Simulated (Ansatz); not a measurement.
# CH₉BSSi₂: a ladder of functionals and wavefunction methods

Aim: compute CH₉BSSi₂ with functionals from several rungs and with coupled cluster, and see how far each lands from CCSD(T) at the basis-set limit for the atomisation energy.

Method: functionals in def2-TZVPP, the program's frozen cores in correlated methods; program: Ansatz 0.2.0, Gaussian basis.

Levels to be run: LDA (SPW92), PBE-D4, revPBE-D4, BLYP-D4, r2SCAN-D4, B97M-V, PBE0-D4, B3LYP-D4, r2SCANh-D4, r2SCAN0-D4, HSE06-D4, BHLYP-D4, CAM-B3LYP-D4, LC-ωPBE, ωB97X-V, ωB97M-V, B2PLYP, PBE-QIDH; CCSD(T)/def2-SVP; CCSD(T)/def2-TZVPP; MP2/def2-QZVPP; extrapolation to the limit; RPA on PBE.

## 1. Structure used throughout

An earlier PBE0-D4 in a triple-zeta def2 set relaxation fixed the geometry.

SMILES `B[SiH2]CS[SiH3]`, 14 atoms, charge 0, spin multiplicity 1.

Atoms are counted from 1 here; the program's logs count them from 0.

Bond lengths: B1–Si2 2.011 Å, B1–H6 1.197 Å, B1–H7 1.197 Å, Si2–C3 1.887 Å, Si2–H8 1.490 Å, Si2–H9 1.493 Å, C3–S4 1.828 Å, C3–H10 1.093 Å, C3–H11 1.093 Å, S4–Si5 2.125 Å, Si5–H12 1.486 Å, Si5–H13 1.488 Å, Si5–H14 1.483 Å. Angles: Si2–B1–H6 119.5°, Si2–B1–H7 123.5°, H6–B1–H7 117.1°, B1–Si2–C3 114.7°, B1–Si2–H8 110.4°, B1–Si2–H9 106.8°, C3–Si2–H8 108.3°, C3–Si2–H9 108.9°, H8–Si2–H9 107.6°, Si2–C3–S4 112.9°, Si2–C3–H10 111.9°, Si2–C3–H11 109.7°, S4–C3–H10 110.1°, S4–C3–H11 105.5°, H10–C3–H11 106.4°, C3–S4–Si5 100.8°, S4–Si5–H12 113.1°, S4–Si5–H13 110.0° and more.

Geometry (Å):

```xyz
14

B    -1.5169    2.1970    1.2971
Si   -1.2072    0.5454    0.1928
C     0.0854   -0.6385    0.8913
S     0.3299   -2.1199   -0.1512
Si    1.7423   -1.3869   -1.5599
H    -2.4079    2.9410    1.0068
H    -0.8365    2.5017    2.2331
H    -2.4820   -0.2051    0.0142
H    -0.7624    1.0066   -1.1560
H     1.0427   -0.1403    1.0650
H    -0.2468   -1.0163    1.8616
H     1.1915   -0.3193   -2.4348
H     2.9280   -0.8339   -0.8502
H     2.1271   -2.5607   -2.3809
```

## 2. LDA

This LDA is Slater exchange with PW92 correlation.

File in.yaml:

```yaml
crystal:
  periodic: [false, false, false]
  atoms:
    - {symbol: B, position_ang: [-1.516896, 2.196961, 1.297064]}
    - {symbol: Si, position_ang: [-1.207212, 0.545416, 0.192799]}
    - {symbol: C, position_ang: [0.085390, -0.638451, 0.891332]}
    - {symbol: S, position_ang: [0.329877, -2.119862, -0.151224]}
    - {symbol: Si, position_ang: [1.742318, -1.386907, -1.559922]}
    - {symbol: H, position_ang: [-2.407926, 2.940954, 1.006764]}
    - {symbol: H, position_ang: [-0.836525, 2.501738, 2.233072]}
    - {symbol: H, position_ang: [-2.481969, -0.205077, 0.014166]}
    - {symbol: H, position_ang: [-0.762437, 1.006629, -1.155987]}
    - {symbol: H, position_ang: [1.042709, -0.140256, 1.064995]}
    - {symbol: H, position_ang: [-0.246762, -1.016346, 1.861622]}
    - {symbol: H, position_ang: [1.191548, -0.319310, -2.434835]}
    - {symbol: H, position_ang: [2.927996, -0.833859, -0.850236]}
    - {symbol: H, position_ang: [2.127086, -2.560731, -2.380911]}
basis:
  gaussian: {orbitals: def2-TZVPP}
hamiltonian: {xc: lda}
output: {orbitals: {seedname: orbitals}}
```

Launch:

```bash
$ ansatz run in.yaml --threads 4 --pin off --events-out ev --progress --plain --max-ram 10444MiB
```

After this run come: PBE-D4 (GGA); revPBE-D4 (GGA); BLYP-D4 (GGA); r2SCAN-D4 (meta-GGA); B97M-V (meta-GGA); B3LYP-D4 (hybrid); r2SCANh-D4 (hybrid); r2SCAN0-D4 (hybrid); HSE06-D4 (hybrid); BHLYP-D4 (hybrid); CAM-B3LYP-D4 (range-separated); LC-ωPBE (range-separated); ωB97X-V (range-separated); ωB97M-V (range-separated); B2PLYP (double hybrid); PBE-QIDH (double hybrid); CCSD(T) in def2-SVP; CCSD(T) in def2-TZVPP; MP2 in def2-QZVPP; RPA on PBE orbitals.

Before running them: what should the planned runs give, taken together? Wanted: atomisation energy, CCSD(T)/CBS; farthest beyond LDA; mean size of error, GGA; mean size of error, meta-GGA; mean size of error, hybrid; mean size of error, range-separated; mean size of error, double hybrid; gap, smallest and largest; T1 diagnostic.

The runs gave:

```
                               quantity                                                                                          value
        atomisation energy, CCSD(T)/CBS                                                                                      46.396 eV
    functionals within 0.232 eV (0.5 %)  PBE-D4, r2SCAN-D4, PBE0-D4, B3LYP-D4, r2SCANh-D4, r2SCAN0-D4, HSE06-D4, CAM-B3LYP-D4, ωB97M-V
                    farthest beyond LDA                                                                          revPBE-D4 (-0.621 eV)
                mean size of error, GGA                                                                                       0.383 eV
           mean size of error, meta-GGA                                                                                       0.285 eV
             mean size of error, hybrid                                                                                       0.157 eV
    mean size of error, range-separated                                                                                       0.313 eV
      mean size of error, double hybrid                                                                                       0.460 eV
              gap, smallest and largest                                                       1.90 eV (LDA (SPW92)), 9.19 eV (LC-ωPBE)
                          T1 diagnostic                                                                                         0.0118
triples share of the correlation energy                                                                                          3.9 %
```

In words: The LDA atomisation energy is off by 5.346 eV (12 %): it overbinds. PBE-D4 misses by +0.097 eV. Double hybrids carry the basis error of their MP2 part in triple zeta, and no dispersion term here, so their miss is partly the set-up's. By mean error the best rung here is hybrid (0.157 eV) and the worst beyond LDA is double hybrid (0.460 eV). The reference freezes the cores and leaves out relativity and excitations past (T), so misses under about 0.232 eV can't be ranked. Hartree-Fock recovers 76 % of the binding; the rest is correlation. CCSD(T) in def2-SVP is off by -2.848 eV, more than most functionals: a good method in a small basis is no reference. Orbital gaps span 1.9 to 9.2 eV; exact exchange widens them.
